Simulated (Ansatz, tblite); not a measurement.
# The cluster Si₈H₂₀O₂₆: rung by rung

The task here is to estimate one member of a computed series from the others.

Program: Ansatz 0.2.0, Gaussian basis. Level of theory: as each input shows. These are calculated values, not measurements.

Plan: GFN1-xTB, GFN2-xTB, PBE-D4/def2-SVP, r2SCAN-D4/def2-SVP, r2SCANh-D4/def2-SVP, LDA/def2-SVP, BLYP-D4/def2-SVP, r2SCAN-D4/def2-mTZVP, HF/STO-3G.

2 further runs of the same task are left out: 2 that didn't finish.

### The geometry

The geometry is that of the singlet, from an earlier relaxation (PBE-D4/def2-SVP).

54 atoms, charge 0, spin multiplicity 1.

Bond lengths: Si1–O15 1.817 Å, Si1–O21 1.712 Å, Si1–O25 1.731 Å, Si1–O29 1.722 Å, Si1–O33 1.768 Å, Si2–O11 1.645 Å, Si2–O21 1.686 Å, Si2–O28 1.655 Å, Si2–O31 1.681 Å, Si3–O17 1.711 Å, Si3–O27 1.654 Å, Si3–O29 1.642 Å, Si3–O30 1.665 Å, Si4–O18 1.647 Å, Si4–O19 1.658 Å, Si4–O20 1.685 Å, Si4–O22 1.677 Å, Si5–O9 1.655 Å and more. Angles: O15–Si1–O21 89.1°, O15–Si1–O25 86.4°, O15–Si1–O29 90.4°, O15–Si1–O33 174.7°, O21–Si1–O25 114.2°, O21–Si1–O29 121.8°, O21–Si1–O33 96.0°, O25–Si1–O29 123.9°, O25–Si1–O33 90.2°, O29–Si1–O33 88.1°, O11–Si2–O21 110.1°, O11–Si2–O28 110.1°, O11–Si2–O31 110.3°, O21–Si2–O28 106.9°, O21–Si2–O31 108.0°, O28–Si2–O31 111.3°, O17–Si3–O27 111.6°, O17–Si3–O29 108.4° and more.

PBE0-D4/def2-SVP was run before; its log isn't repeated, and its numbers join the tables.

Set-up of the first run:

Tight binding, by tblite at 300 K electronic temperature and without a spin-polarisation term:

```python
tblite.interface.Calculator('GFN1-xTB', numbers, positions, charge=0, uhf=0).singlepoint()
```

Tight binding, by tblite at 300 K electronic temperature and without a spin-polarisation term:

```python
tblite.interface.Calculator('GFN2-xTB', numbers, positions, charge=0, uhf=0).singlepoint()
```

start.molden holds the orbitals of an earlier run on this state, given as this run's starting guess.

The input, in.yaml:

```yaml
crystal:
  periodic: [false, false, false]
  atoms:
    - {symbol: Si, position_ang: [1.109359, -0.201727, 0.554036]}
    - {symbol: Si, position_ang: [2.248692, -0.246337, -2.410397]}
    - {symbol: Si, position_ang: [1.413198, -1.427372, 3.246363]}
    - {symbol: Si, position_ang: [-1.895559, 1.609143, -2.578910]}
    - {symbol: Si, position_ang: [-1.511696, -2.889700, -1.089861]}
    - {symbol: Si, position_ang: [-0.685286, 2.169463, 1.713307]}
    - {symbol: Si, position_ang: [-1.406848, -1.641999, 1.811279]}
    - {symbol: Si, position_ang: [2.707847, 2.147005, -0.702757]}
    - {symbol: O, position_ang: [-2.744437, -3.707235, -1.831074]}
    - {symbol: O, position_ang: [-0.989032, -1.651884, -2.058151]}
    - {symbol: O, position_ang: [1.281791, -0.157236, -3.738065]}
    - {symbol: O, position_ang: [-0.328713, -3.915097, -0.569798]}
    - {symbol: O, position_ang: [-2.413449, -2.239552, 0.253327]}
    - {symbol: O, position_ang: [-2.573709, -0.561902, 2.231456]}
    - {symbol: O, position_ang: [-0.111209, -1.531642, 0.760483]}
    - {symbol: O, position_ang: [-1.595817, -3.115377, 2.541459]}
    - {symbol: O, position_ang: [-0.229219, -0.956913, 3.333587]}
    - {symbol: O, position_ang: [-2.262535, 0.282303, -3.483166]}
    - {symbol: O, position_ang: [-2.809154, 2.889527, -3.103865]}
    - {symbol: O, position_ang: [-0.243261, 1.879077, -2.770326]}
    - {symbol: O, position_ang: [1.342845, -0.705457, -1.064975]}
    - {symbol: O, position_ang: [-2.207241, 1.465826, -0.937190]}
    - {symbol: O, position_ang: [-2.359057, 2.166636, 1.654742]}
    - {symbol: O, position_ang: [-0.006101, 3.613502, 1.340946]}
    - {symbol: O, position_ang: [-0.212025, 0.895374, 0.772217]}
    - {symbol: O, position_ang: [-0.309578, 1.683801, 3.296906]}
    - {symbol: O, position_ang: [2.278631, -0.863574, 4.538550]}
    - {symbol: O, position_ang: [3.409522, -1.405039, -2.627908]}
    - {symbol: O, position_ang: [2.046155, -0.845552, 1.847624]}
    - {symbol: O, position_ang: [1.192821, -3.072979, 3.374644]}
    - {symbol: O, position_ang: [2.935563, 1.253791, -2.087511]}
    - {symbol: O, position_ang: [1.450882, 3.289920, -0.973397]}
    - {symbol: O, position_ang: [2.236899, 1.157978, 0.490271]}
    - {symbol: O, position_ang: [4.011027, 3.121581, -0.396935]}
    - {symbol: H, position_ang: [-2.551082, -4.085826, -2.704928]}
    - {symbol: H, position_ang: [-0.090543, -1.306408, -1.777468]}
    - {symbol: H, position_ang: [0.664216, 0.617791, -3.644138]}
    - {symbol: H, position_ang: [0.254101, -3.405020, 0.036818]}
    - {symbol: H, position_ang: [-3.304384, -2.616633, 0.394721]}
    - {symbol: H, position_ang: [-2.588168, 0.388144, 1.952654]}
    - {symbol: H, position_ang: [-0.823924, -3.352834, 3.095544]}
    - {symbol: H, position_ang: [-0.373284, 0.032493, 3.489066]}
    - {symbol: H, position_ang: [-1.847366, -0.544015, -3.121971]}
    - {symbol: H, position_ang: [-3.314737, 2.677903, -3.908302]}
    - {symbol: H, position_ang: [0.224768, 2.494371, -2.156368]}
    - {symbol: H, position_ang: [-1.499360, 0.961445, -0.461530]}
    - {symbol: H, position_ang: [-2.654471, 2.215000, 0.706366]}
    - {symbol: H, position_ang: [0.552634, 3.589820, 0.519606]}
    - {symbol: H, position_ang: [-0.559179, 2.300852, 4.007887]}
    - {symbol: H, position_ang: [2.833343, -0.094557, 4.313788]}
    - {symbol: H, position_ang: [3.666869, -1.527114, -3.558061]}
    - {symbol: H, position_ang: [1.983545, -3.632535, 3.288098]}
    - {symbol: H, position_ang: [1.780079, 4.120943, -1.367438]}
    - {symbol: H, position_ang: [4.875623, 2.677840, -0.441219]}
basis:
  gaussian: {orbitals: def2-SVP, fitting: {mean_field: def2-universal-jkfit}, initial_orbitals: start.molden}
hamiltonian: {xc: pbe, dispersion: d4}
scf: {omitted_lower_state_checks: [starts]}
output: {orbitals: {seedname: orbitals}}
```

Command:

```console
$ ansatz run in.yaml --threads 2 --pin off --events-out ev --progress --plain --max-ram 22528MiB --backend cuda --devices 0, --max-vram 18GiB
```

Steps of the session up to this table: PBE-D4/def2-SVP; r2SCAN-D4/def2-SVP; r2SCANh-D4/def2-SVP; LDA/def2-SVP; BLYP-D4/def2-SVP; r2SCAN-D4/def2-mTZVP; HF/STO-3G.

One table of the session follows, with a row left open; its other results are not shown here.

It belongs to the step «Binding energy». 

```
               level  binding an atom (eV)
           HF/STO-3G                 2.669
        LDA/def2-SVP                     ?
     PBE-D4/def2-SVP                 4.698
    BLYP-D4/def2-SVP                 4.630
  r2SCAN-D4/def2-SVP                 4.612
r2SCAN-D4/def2-mTZVP                 4.569
 r2SCANh-D4/def2-SVP                 4.558
    PBE0-D4/def2-SVP                 4.542
```

Q: Estimate the row for LDA/def2-SVP from the others.

The run gave: binding an atom (eV): 5.404. In the column «binding an atom (eV)» it is the highest.

Caveats from the session: Free atoms were run apart at each level; binding is atoms less cluster, divided by the number of atoms, without zero-point or spin-orbit terms.
